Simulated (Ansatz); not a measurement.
# TiSi2: the cost of one run

All numbers below are computed with Ansatz 0.2.0 (DFT PBEsol, plane waves, PAW, scalar-relativistic, no spin polarisation).

### Step 1. The structure to begin with

The cell holds 24 atoms (Si16Ti8): a = 4.857 Å, b = 8.370 Å, c = 8.666 Å, α = 90.00°, β = 90.00°, γ = 90.00°.

As a file:

```xyz
24
Lattice="4.8574 0.0000 0.0000 0.0000 8.3701 0.0000 0.0000 0.0000 8.6656" Properties=species:S:1:pos:R:3 pbc="T T T"
Ti    2.4287    4.1850    4.3328
Ti    3.6430    6.2775    6.4992
Si    2.4287    7.0094    4.3328
Si    2.4287    1.3607    4.3328
Si    1.2143    0.7318    2.1664
Si    1.2143    3.4532    2.1664
Ti    0.0000    0.0000    4.3328
Ti    1.2143    2.0925    6.4992
Si    0.0000    2.8243    4.3328
Si    0.0000    5.5457    4.3328
Si    3.6430    4.9169    2.1664
Si    3.6430    7.6382    2.1664
Ti    0.0000    4.1850    0.0000
Ti    1.2143    6.2775    2.1664
Si    0.0000    7.0094    0.0000
Si    0.0000    1.3607    0.0000
Si    3.6430    0.7318    6.4992
Si    3.6430    3.4532    6.4992
Ti    2.4287    0.0000    0.0000
Ti    3.6430    2.0925    2.1664
Si    2.4287    2.8243    0.0000
Si    2.4287    5.5457    0.0000
Si    1.2143    4.9169    6.4992
Si    1.2143    7.6382    6.4992
```

### Step 2. Run 1

130 steps of 2 fs under a Langevin thermostat at 2000 K.

File input.yaml:

```yaml
accuracy: low
crystal:
  lattice:
    - [4.857382, 0.0, 0.0]
    - [0.0, 8.370057, 0.0]
    - [0.0, 0.0, 8.665588]
  atoms:
    - { symbol: Ti, position: [0.5, 0.5, 0.5] }
    - { symbol: Ti, position: [0.75, 0.75, 0.75] }
    - { symbol: Si, position: [0.5, 0.8374344, 0.5] }
    - { symbol: Si, position: [0.5, 0.1625656, 0.5] }
    - { symbol: Si, position: [0.25, 0.0874344, 0.25] }
    - { symbol: Si, position: [0.25, 0.4125656, 0.25] }
    - { symbol: Ti, position: [0.0, 0.0, 0.5] }
    - { symbol: Ti, position: [0.25, 0.25, 0.75] }
    - { symbol: Si, position: [0.0, 0.3374344, 0.5] }
    - { symbol: Si, position: [0.0, 0.6625656, 0.5] }
    - { symbol: Si, position: [0.75, 0.5874344, 0.25] }
    - { symbol: Si, position: [0.75, 0.9125656, 0.25] }
    - { symbol: Ti, position: [0.0, 0.5, 0.0] }
    - { symbol: Ti, position: [0.25, 0.75, 0.25] }
    - { symbol: Si, position: [0.0, 0.8374344, 0.0] }
    - { symbol: Si, position: [0.0, 0.1625656, 0.0] }
    - { symbol: Si, position: [0.75, 0.0874344, 0.75] }
    - { symbol: Si, position: [0.75, 0.4125656, 0.75] }
    - { symbol: Ti, position: [0.5, 0.0, 0.0] }
    - { symbol: Ti, position: [0.75, 0.25, 0.25] }
    - { symbol: Si, position: [0.5, 0.3374344, 0.0] }
    - { symbol: Si, position: [0.5, 0.6625656, 0.0] }
    - { symbol: Si, position: [0.25, 0.5874344, 0.75] }
    - { symbol: Si, position: [0.25, 0.9125656, 0.75] }
basis:
  ecutwfc: 420.0
kpoints:
  mp_grid: { grid: [3, 2, 2] }
hamiltonian:
  xc: pbesol
  pseudopotentials: { kind: paw, azcp: { folder: soft_1 } }
scf:
  occupations: { method: fermi_dirac, width: 0.17 }
  lower_state_search: "off"
md:
  timestep: 2
  n_steps: 130
  ensemble: nvt_langevin
  temperature: 2000.0
  initial_velocities: maxwell_boltzmann
  seed: 849459
  friction: 0.02
```

On the command line:

```sh
ansatz run input.yaml --threads 2 --pin off --max-ram 5120MiB --backend cpu --events-out ev --progress --plain --runs-dir out
```

What time and memory should one allow on 2 threads of Arm Neoverse V2, shared host?

About 20 min, with a peak of 1 GiB.
